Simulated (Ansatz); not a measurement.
# Sm2S3 in a box, plane waves

Ansatz 0.2.0, DFT PBE, scalar-relativistic, plane waves, PAW, molecule in a box. The geometry was relaxed with Gaussian bases (r2SCAN; Sm lcecp-1-SVP with ECP51, S def2-SVP).

```yaml
crystal:
  lattice:
    - [12.09, 0.0, 0.0]
    - [0.0, 12.57, 0.0]
    - [0.0, 0.0, 12.19]
  atoms:
    - { symbol: Sm, position: [0.45744334, 0.49998727, 0.63072847], spin: 5.0 }
    - { symbol: Sm, position: [0.45744334, 0.49998727, 0.36915505], spin: 5.0 }
    - { symbol: S, position: [0.6279115, 0.49998727, 0.49994176] }
    - { symbol: S, position: [0.37220926, 0.64198011, 0.49994176] }
    - { symbol: S, position: [0.37220844, 0.35799523, 0.49994176] }
basis:
  ecutwfc: 420
  ecutrho_ratio: 4
kpoints:
  mp_grid: { grid: [1, 1, 1] }
hamiltonian:
  xc: pbe
scf:
  occupations: { method: gaussian, width: 0.01 }
output:
  forces: true
  eigenvalues: true
  populations: true
  hubbard: { sites: [{ species: Sm, l: f }] }
magnetization:
  spin_polarized: true
```

Command:
```sh
ansatz run input.yaml --threads 2 --pin off --max-ram 5120MiB --backend cpu --events-out ev --progress --plain --runs-dir out
```
It took 4.2 min on 2 threads of Arm Neoverse V1, with other jobs on the host, peak memory 1.4 GiB.

Q: How does the SCF go?

A: 
```
SCF iter   1: F=—  HF=-19203.048839 eV  |F-HF|=—  |Δ(HF+E_count)|=         —  Δρ=8.09e-3 (↑7.42e-3 ↓8.09e-3)
Mixer restart at iter 1: flushing history
preconditioner: auto → Resta (q_TF=auto, 1.494 Å⁻¹)  ε∞=2.0  [insulator: Δε(μ)=0.022 eV  Ē_g=4.534 eV  σ=0.010 eV  W_gap=0.87  n_s
spin=Collinear: Resta preconditioning applied to the charge; magnetization (m = ρ↑ − ρ↓) channel mixes plain (no charge-response k
SCF iter   2: F=—  HF=-19198.932340 eV  |F-HF|=—  |Δ(HF+E_count)|=    4.12e0  Δρ=5.00e-3 (↑5.00e-3 ↓4.24e-3)
...
SCF iter  40: F=—  HF=-19198.867539 eV  |F-HF|=—  |Δ(HF+E_count)|=   3.45e-8  Δρ=6.71e-7 (↑6.71e-7 ↓2.96e-7)
SCF iter  41: F=—  HF=-19198.867539 eV  |F-HF|=—  |Δ(HF+E_count)|=   8.18e-9  Δρ=7.45e-7 (↑7.45e-7 ↓1.54e-7)
SCF iter  42: F=—  HF=-19198.867539 eV  |F-HF|=—  |Δ(HF+E_count)|=   7.49e-9  Δρ=3.83e-7 (↑3.83e-7 ↓7.36e-8)
SCF iter  43: F=—  HF=-19198.867539 eV  |F-HF|=—  |Δ(HF+E_count)|=   3.21e-9  Δρ=2.41e-6 (↑2.41e-6 ↓5.87e-8)
SCF iter  44: F=-19198.867539 eV  HF=-19198.867539 eV  |F-HF|=5.17e-8  |Δ(HF+E_count)|=  8.55e-10  Δρ=1.42e-6 (↑1.42e-6 ↓2.71e-8)
```

Q: Which levels lie next to the highest filled one (eV, counted from it)?

A: Filled: -0.44, -0.41, -0.40, -0.38, -0.35, -0.29, -0.20, -0.14, -0.07, 0.00. Empty: 0.12, 0.22, 0.29, 0.52, 2.21, 2.39, 2.42, 2.71.

Q: How is the f shell of Sm1 filled?

A: Natural occupations, full = 1; up: 0.13, 0.58, 0.85, 0.99, 0.99, 0.99, 1.00; down: 0.00, 0.01, 0.01, 0.01, 0.01, 0.02, 0.02; in all 5.62 e.

Q: How is the f shell of Sm2 filled?

A: Natural occupations, full = 1; up: 0.13, 0.58, 0.85, 0.99, 0.99, 0.99, 1.00; down: 0.00, 0.01, 0.01, 0.01, 0.01, 0.02, 0.02; in all 5.62 e.

Q: What forces are left at this geometry, relaxed with Gaussian bases (eV/Å)?

A: 
```
Sm  -0.03  0.01  0.41
Sm   0.00  0.03 -0.41
S   -0.11 -0.02 -0.02
S    0.06 -0.11  0.00
S    0.08  0.09  0.02
```

The open shells may stand above their lowest state.

The forces come from the other functional as well as from the basis.

No frequency check is given that shows the relaxed geometry to be a minimum. An lcecp potential fixes the number of 4f electrons, so in runs with it no electron can move into or out of that shell.
